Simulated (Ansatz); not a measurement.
# Al2BP3: the cost of one run

Computed with Ansatz 0.2.0 (DFT PBE, scalar-relativistic, plane waves, PAW, unless a step's input says otherwise).

1 further run of the same task is left out (set aside as unsound or not needed).

## (1) The starting structure

The structure is hexagonal, space group P6_3mc (No. 186). The conventional cell has a = 3.652 Å, b = 3.652 Å, c = 18.495 Å, α = 90.00°, β = 90.00°, γ = 120.00°. Around Al (site symmetry 3m) lie 4 P at 2.31 to 2.36 Å. Al (site symmetry 3m) has 4 P at 2.31 to 2.40 Å as nearest neighbours. Around B (site symmetry 3m) lie 4 P at 1.99 to 2.20 Å. P (site symmetry 3m) is surrounded by 4 Al at 2.31 to 2.36 Å. P (site symmetry 3m) has 1 B at 1.99 Å and 3 Al at 2.31 Å as nearest neighbours. P (site symmetry 3m) has 3 B at 2.20 Å and 1 Al at 2.40 Å as nearest neighbours.

Structure file:

```cif
data_structure
_symmetry_space_group_name_H-M 'P6_3mc'
_symmetry_Int_Tables_number 186
_cell_length_a 3.6525
_cell_length_b 3.6525
_cell_length_c 18.4951
_cell_angle_alpha 90.000
_cell_angle_beta 90.000
_cell_angle_gamma 120.000
_cell_volume 213.68
loop_
_atom_site_label
_atom_site_type_symbol
_atom_site_symmetry_multiplicity
_atom_site_Wyckoff_symbol
_atom_site_fract_x
_atom_site_fract_y
_atom_site_fract_z
_atom_site_occupancy
Al1 Al 2 b 0.33333 0.66667 0.99519 1
Al2 Al 2 b 0.33333 0.66667 0.67327 1
B1 B 2 b 0.33333 0.66667 0.33657 1
P1 P 2 b 0.33333 0.66667 0.12285 1
P2 P 2 b 0.33333 0.66667 0.44435 1
P3 P 2 b 0.33333 0.66667 0.80278 1
```

It is the end of an earlier relaxation with the same method, from a generated guess; it needn't be the stable form of this composition. At a tolerance of 0.02 Å it has space group P6_3mc (No. 186); it has 17.81 Å³/atom, an uncorrected energy of -0.30 eV/atom over the elements.

## (2) Electronic structure at the relaxed geometry

input.yaml reads:

```yaml
crystal:
  lattice:
    - [3.6524758217, 0.0, 0.0]
    - [-1.8262379109, 3.1631368483, 0.0]
    - [0.0, 0.0, 18.4950596896]
  atoms:
    - { symbol: Al, position: [0.3333333333, 0.6666666667, 0.9951852014] }
    - { symbol: Al, position: [0.3333333333, 0.6666666667, 0.673272169] }
    - { symbol: Al, position: [0.6666666667, 0.3333333333, 0.173272169] }
    - { symbol: Al, position: [0.6666666667, 0.3333333333, 0.4951852014] }
    - { symbol: B, position: [0.3333333333, 0.6666666667, 0.3365663729] }
    - { symbol: B, position: [0.6666666667, 0.3333333333, 0.8365663729] }
    - { symbol: P, position: [0.3333333333, 0.6666666667, 0.1228463506] }
    - { symbol: P, position: [0.3333333333, 0.6666666667, 0.4443500989] }
    - { symbol: P, position: [0.3333333333, 0.6666666667, 0.8027798172] }
    - { symbol: P, position: [0.6666666667, 0.3333333333, 0.3027798172] }
    - { symbol: P, position: [0.6666666667, 0.3333333333, 0.6228463506] }
    - { symbol: P, position: [0.6666666667, 0.3333333333, 0.9443500989] }
basis:
  ecutwfc: 420
kpoints:
  mp_grid: { grid: [12, 12, 2] }
  band_path:
    path:
      - [[0.0, 0.0, 0.0], [0.5, 0.0, 0.0], [0.33333333, 0.33333333, 0.0], [0.0, 0.0, 0.0], [0.0, 0.0, 0.5], [0.5, 0.0, 0.5], [0.33333333, 0.33333333, 0.5], [0.0, 0.0, 0.5]]
      - [[0.5, 0.0, 0.5], [0.5, 0.0, 0.0]]
      - [[0.33333333, 0.33333333, 0.5], [0.33333333, 0.33333333, 0.0]]
    npoints: 10
hamiltonian:
  xc: pbe
scf:
  occupations: { method: gaussian, width: 0.02 }
  n_extra_bands: 30
output:
  forces: true
  stress: true
  eigenvalues: true
  populations: true
  dos: { projected: true, de: 0.02, nscf_kmesh: { grid: [18, 18, 3] } }
  bader: false
```

Launch:

```console
$ ansatz run input.yaml --threads 1 --pin off --max-ram 2560MiB --backend cpu --events-out ev --progress --plain --runs-dir out
```

Q: Estimate wall time and peak memory on 1 thread of Arm Neoverse V2, shared host.

About 2.6 min, with a peak of 0.85 GiB.
